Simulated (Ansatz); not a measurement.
Working through an equation of state with a fit of C, space group Fmmm

Program: Ansatz 0.2.0 through its Python package.

The cells in order, each with its output:

In [1]:
```python
import ansatz as az
import numpy as np
from scipy.optimize import curve_fit

ECUT = 380
SMEARING = "Methfessel-Paxton"
SMEARING_WIDTH = 0.1
MAX_SCF = 150
XC = "r2SCAN"
KMESH = (14, 14, 14)
```

In [2]:
```python
vectors0 = np.array([
    [0.0, 2.127, 3.348],
    [1.228, 0.0, 3.348],
    [1.228, 2.127, 0.0],
])
sites = [
    ("C", [1 / 6, 5 / 6, 1 / 6]),
    ("C", [5 / 6, 1 / 6, 5 / 6]),
]
```

In [3]:
```python
def make_crystal(cell):
    crystal = az.Crystal(lattice=az.Lattice.of(cell))
    for symbol, position in sites:
        crystal = crystal.atom(symbol, position)
    return crystal
```

In [4]:
```python
def vinet(v, e0, v0, b0, b1):
    eta = (v / v0) ** (1 / 3)
    return e0 + 2 * b0 * v0 / (b1 - 1) ** 2 * (2 - (5 + 3 * b1 * (eta - 1) - 3 * eta) * np.exp(-1.5 * (b1 - 1) * (eta - 1)))
```

In [5]:
```python
# scale the volume, keep shape and fractions
volumes, energies = [], []
for scale in np.linspace(0.88, 1.12, 7):
    cell = vectors0 * scale ** (1 / 3)
    calc = (
        make_crystal(cell).calculation()
        .accuracy("medium")
        .basis(ECUT)
        .occupations(SMEARING, width=SMEARING_WIDTH)
        .scf(max_iterations=MAX_SCF, algorithm="density_mixing", self_checks="low")
        .functional(XC)
        .eigensolver("auto", mixed_precision=False)
        .kpoints(*KMESH)
    )
    rep = calc.run(threads=1, pin="off").report
    volumes.append(abs(np.linalg.det(cell)) / len(sites))
    energies.append(rep["free_energy_ev"] / len(sites))
    print(f"V = {volumes[-1]:8.4f} A^3/atom  F = {energies[-1]:.5f} eV/atom")
```
```text
DeckWarning: basis.ecutwfc = 380 eV is below the records' recommended 500 eV, and the density's cutoff is lower with it unless basis.ecutrho_ratio is high enough to keep the records' density cutoff: compare with a run at a higher cutoff
V =   7.6954 A^3/atom  F = -251.51448 eV/atom
V =   8.0452 A^3/atom  F = -251.59617 eV/atom
V =   8.3950 A^3/atom  F = -251.64120 eV/atom
V =   8.7448 A^3/atom  F = -251.65572 eV/atom
V =   9.0946 A^3/atom  F = -251.64477 eV/atom
V =   9.4444 A^3/atom  F = -251.61264 eV/atom
V =   9.7942 A^3/atom  F = -251.56285 eV/atom
```

In [6]:
```python
guess = (min(energies), volumes[int(np.argmin(energies))], 0.5, 4.5)
(e0, v0, b0, b1), _ = curve_fit(vinet, np.array(volumes), np.array(energies), p0=guess, maxfev=20000)
print(f"Vinet fit: V0 = {v0:.4f} A^3/atom, B0 = {160.21766 * b0:.1f} GPa, B1 = {b1:.2f}")
print("largest residual", round(1000 * float(np.abs(vinet(np.array(volumes), e0, v0, b0, b1) - energies).max()), 3), "meV/atom")
```
```text
Vinet fit: V0 = 8.7589 A^3/atom, B0 = 288.8 GPa, B1 = 3.56
largest residual 0.01 meV/atom
```

A third-order Birch-Murnaghan fit through the 7 points (the script's own form differs a little) has its minimum at 8.76 Å³ an atom, 0.2 % above the typed cell, with a bulk modulus of 289 GPa and dB/dP = 3.6. From that minimum the energy rises by 141.2 meV an atom on the compressed side and 92.9 meV on the expanded side.

What to keep in mind:
- These settings explore the input space; cutoff and mesh may be short of convergence.
- The cutoff lies under the one recommended for these potentials.
- Shape and fractional positions are held along the curve, so the bulk modulus is an upper value where they are free to relax.
- Under the recommended cutoff a pressure can be off by several GPa, even in sign.
- This isn't the structure that C takes at ambient conditions.
- Warnings are shown shortened and without file and line.
- Hardware and time: 46 s on 1 thread of Arm Neoverse V1 (shared host), peak memory 0.4 GiB.
